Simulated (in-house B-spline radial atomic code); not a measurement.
# Sm⁴⁺: ionisation energy by several methods

The task here is to estimate one member of a computed series from the others.

Program: in-house B-spline radial atomic code version 1. Level of theory: scalar-relativistic (X2C), several functionals, spin-polarised; spherical all-electron atom at the radial basis limit. These are calculated values, not measurements, unless marked.

## The atom as given

- element: samarium (Z = 62)
- charge: +4
- electrons: 58
- configuration: [Xe] 4f4
- nucleus: Fermi, rms radius 5.082 fm

Outer shells as boxes (Hund's rule):

[Xe] 4f4
```
[Xe] core
4f [↑ ][↑ ][↑ ][↑ ][  ][  ][  ]
```

Where spins are not typed, each open shell is filled with up spins first.

The first run:

Settings of the run:

```ini
Z = 62
electrons = 58.0
configuration = [Xe] 4f4
hamiltonian = x2c
method = scan,scan
spin_polarised = True
nucleus = fermi
rms_radius = 5.0819
mass_number = 152
atomic_mass = 151.919738646
speed_of_light = 137.035999084
```

Steps of the session up to this table: SCAN; Hartree-Fock; BLYP; BP86; LDA (PW92); RPBE.

One of the session's tables, all rows but one given; the rest of the session is left out.

```
      method  ΔSCF (eV)
  LDA (PW92)     64.155
        BLYP     63.603
        BP86          ?
        RPBE     63.783
        SCAN     63.840
Hartree-Fock     61.267
```

Estimate the missing values for BP86.

As computed: ΔSCF (eV): 63.917. In the column «ΔSCF (eV)» it lies between SCAN (63.840) and LDA (PW92) (64.155).
